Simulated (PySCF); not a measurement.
# AsP⁻: changing the method

Starting from one script, swap the method and compare what comes out for AsP⁻.

The runs use PySCF 2.14.0; method and basis as typed in the scripts.

4 further runs of the same task are left out: 4 that didn't finish.

**1. The starting structure**

AsP⁻: 2 atoms, charge -1, spin multiplicity 2.

Bond lengths: As1–P2 2.340 Å.

**2. Base script**

File input.py:

```python
from pyscf import gto, scf, mp

mol = gto.M(
    atom='As 0 0 0; P 0 0 2.34',
    basis='crenbl',
    ecp={'As': 'crenbl', 'P': 'crenbl'},
    charge=-1,
    spin=1,
    verbose=3,
)
mf = scf.UHF(mol)
mf.kernel()
mp.MP2(mf).kernel()
mf.dip_moment()
print('orbital energies (hartree):', [e[max(0, n-3):n+3].round(4) for e, n in zip(mf.mo_energy, mol.nelec)])
```

Started as:

```console
$ python input.py
```

The log of this run is left out.

Base result: E(SCF) = -117.956476 Eh, E(MP2) − E(SCF) = -0.40171 Eh, ⟨S²⟩ = 0.757.

The bond length is a typed value, not an optimised one. The dipole of an ion depends on the origin.

**3. Pbe0 (UKS)**

Run 1 changes functional: none (Hartree–Fock) → pbe0; SCF type: UHF → UKS; step after the SCF: mp2 → analyze.

File input.py:

```python
from pyscf import gto, dft

mol = gto.M(
    atom='As 0 0 0; P 0 0 2.34',
    basis='crenbl',
    ecp={'As': 'crenbl', 'P': 'crenbl'},
    charge=-1,
    spin=1,
    verbose=3,
)
mf = dft.UKS(mol, xc='pbe0')
mf.kernel()
mf.mulliken_pop()
mf.dip_moment()
print('orbital energies (hartree):', [e[max(0, n-3):n+3].round(4) for e, n in zip(mf.mo_energy, mol.nelec)])
```

Started as:

```console
$ python input.py
```

**4. Gradient**

Run 2 changes step after the SCF: mp2 → gradient.

Changes to input.py since step 2:

```diff
@@ -1,2 +1,2 @@
-from pyscf import gto, scf, mp
+from pyscf import gto, scf
 
@@ -12,3 +12,3 @@
 mf.kernel()
-mp.MP2(mf).kernel()
+mf.nuc_grad_method().kernel()
 mf.dip_moment()
```

**5. Frequency run**

Run 3 changes step after the SCF: mp2 → frequency.

Changes to input.py since step 2:

```diff
@@ -1,2 +1,3 @@
-from pyscf import gto, scf, mp
+from pyscf import gto, scf
+from pyscf.hessian import thermo
 
@@ -12,3 +13,4 @@
 mf.kernel()
-mp.MP2(mf).kernel()
+hess = mf.Hessian().kernel()
+print('wavenumber (cm^-1) =', thermo.harmonic_analysis(mol, hess)['freq_wavenumber'].round(1))
 mf.dip_moment()
```

What does the calculation give? Wanted: for each run, E(SCF); from base; after the SCF.

**Answer**, as computed:

```csv
run,E(SCF) (hartree),from base (eV),after the SCF
base,-117.956476,0,MP2 correlation -10.931 eV
pbe0 (UKS),-120.572223,not comparable,n/a
gradient,-117.956476,0.0000,n/a
frequency run,-117.956476,0.0000,highest mode 340 cm⁻¹
```

What this shows: Total energies of different functionals can't be compared with each other; differences within one functional can.
